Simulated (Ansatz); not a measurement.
# GeCl₂ + HCl: a complex and its separated parts

The complex below is one end of an elementary step. How strongly is it bound against its free parts?

Program: Ansatz 0.2.0, Gaussian basis. Level of theory: PBE0-D4/def2-TZVP structures, single points in def2-TZVPP, no counterpoise correction. These are calculated values, not measurements.

Levels: SPW92, PBE-D4, BLYP-D4, r2SCAN-D4, B97M-V, PBE0-D4, B3LYP-D4, r2SCAN0-D4, BHLYP-D4, CAM-B3LYP-D4, wB97X-V, wB97M-V, B2PLYP, PBE-QIDH, RPA on PBE, Hartree-Fock, MP2, CCSD, CCSD(T).

Correlated methods freeze the cores. Filled d shells of the heavier atoms are correlated. B3LYP uses VWN-RPA correlation. B2PLYP carries no dispersion term here.

21 further runs of the same task are left out: 21 set aside as unsound or not needed.

## 1. Where the work starts

The complex: 5 atoms, charge 0, spin multiplicity 1.

Atoms are counted from 1 here; the program's logs count them from 0.

Bond lengths: Ge1–Cl4 2.188 Å, Ge1–Cl5 2.222 Å, Cl2–H3 1.287 Å. Angles: Cl4–Ge1–Cl5 99.1°.

Coordinates:

```xyz
5
Cl3GeH
Ge    0.4626   -1.1604   -0.6387
Cl    1.1672    1.5302    0.4383
H    -0.0603    1.7125    0.0978
Cl   -0.1334   -1.9164    1.3266
Cl   -1.4361   -0.1659   -1.2241
```

Its parts: GeCl₂ holds atoms 1, 4, 5; HCl holds atoms 2, 3. Each part counts its atoms afresh in its own runs.

## 2. Relaxing GeCl₂ alone

File relax-a/in.yaml:

```yaml
crystal:
  periodic: [false, false, false]
  atoms:
    - {symbol: Ge, position_ang: [0.462593, -1.160413, -0.638718]}
    - {symbol: Cl, position_ang: [-0.133356, -1.916447, 1.326602]}
    - {symbol: Cl, position_ang: [-1.436143, -0.165866, -1.224126]}
basis:
  gaussian: {orbitals: def2-TZVP}
hamiltonian: {xc: pbe0, dispersion: d4}
relax: {f_tol: 0.005, max_steps: 200}
```

No record of the launch command was kept for these runs.

Further steps of the session: Relaxing HCl alone; wB97M-V/def2-TZVPP; CCSD(T)/def2-TZVPP; Vibrations of GeCl₂; Vibrations of HCl.

**Question.** What will these runs give? Wanted: complex less parts, CCSD(T)/def2-TZVPP; with zero-point energy; largest T1 diagnostic.

The runs gave:

```
                              quantity      value
complex less parts, CCSD(T)/def2-TZVPP  -0.137 eV
                with zero-point energy  -0.099 eV
                 largest T1 diagnostic      0.013
```

What this shows: At CCSD(T) the complex lies 0.137 eV below its parts. The functionals run from B2PLYP, off by +0.015 eV, to SPW92, off by -0.249 eV, against CCSD(T). Mean unsigned error by rung: LDA 0.249, GGA 0.114, meta-GGA 0.078, hybrid 0.085, range-separated hybrid 0.071, double hybrid 0.026 eV. PBE-D4 gives a relative energy 0.126 eV too low, outside chemical accuracy (1 kcal/mol, 0.043 eV). No counterpoise was applied, and triple zeta lacks some correlation, so the CCSD(T) reference has a basis error of its own, and close matches with it are partly luck.
